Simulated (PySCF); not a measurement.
**SiBr⁺: changing the method**

Starting from one script, swap the method and compare what comes out for SiBr⁺.

Program: PySCF 2.14.0. Level of theory: method and basis as typed in the scripts. These are calculated values, not measurements.

2 further runs of the same task are left out: 2 that didn't finish.

## Step 1: Starting geometry

SiBr⁺: 2 atoms, charge 1, spin multiplicity 1.

Bond lengths: Si1–Br2 2.330 Å.

## Step 2: Base script

input.py

```python
from pyscf import gto, dft, tdscf

mol = gto.M(
    atom='Si 0 0 0; Br 0 0 2.33',
    basis='pcseg-1',
    charge=1,
    spin=0,
    verbose=3,
)
mf = dft.UKS(mol, xc='revtpss')
mf.kernel()
td = tdscf.TDA(mf)
td.nstates = 6
td.kernel()
td.analyze()
mf.dip_moment()
print('orbital energies (hartree):', [e[max(0, n-3):n+3].round(4) for e, n in zip(mf.mo_energy, mol.nelec)])
```

Started as:

```sh
$ OMP_NUM_THREADS=1 python input.py
```

## Step 3: Mn15

Run 1 changes functional: revtpss → mn15.

input.py: that of step 2 with these lines changed.

```diff
@@ -9,3 +9,3 @@
 )
-mf = dft.UKS(mol, xc='revtpss')
+mf = dft.UKS(mol, xc='mn15')
 mf.kernel()
```

## Step 4: MP2 (UHF)

Run 2 changes step after the SCF: tda → mp2; SCF type: UKS → UHF; functional: revtpss → none (Hartree–Fock); frozen orbitals: none → 14.

input.py

```python
from pyscf import gto, scf, mp

mol = gto.M(
    atom='Si 0 0 0; Br 0 0 2.33',
    basis='pcseg-1',
    charge=1,
    spin=0,
    verbose=3,
)
mf = scf.UHF(mol)
mf.kernel()
mp.MP2(mf, frozen=14).kernel()
mf.dip_moment()
print('orbital energies (hartree):', [e[max(0, n-3):n+3].round(4) for e, n in zip(mf.mo_energy, mol.nelec)])
```

## Step 5: M06l

Run 3 changes functional: revtpss → m06l.

input.py: that of step 2 with these lines changed.

```diff
@@ -9,3 +9,3 @@
 )
-mf = dft.UKS(mol, xc='revtpss')
+mf = dft.UKS(mol, xc='m06l')
 mf.kernel()
```

Before running it: what results should come out? Wanted: for each run, E(SCF); from base; gap; after the SCF.

**Answer**, as computed:

```
      run  E(SCF) (hartree)  from base (eV)  gap (eV)                           after the SCF
     base      -2862.229303               0      3.55               lowest root found 2.96 eV
     mn15      -2863.327739  not comparable      6.35               lowest root found 3.13 eV
MP2 (UHF)      -2860.702504  not comparable     10.91  MP2 correlation -4.876 eV, core frozen
     m06l      -2862.902314  not comparable      3.76               lowest root found 3.09 eV
```

**Reading.** The gap between the frontier levels is 3.6 eV with revtpss (0 % exact exchange) and 6.3 eV with mn15 (44 %): exact exchange opens it. A lower total energy from another functional means nothing by itself.
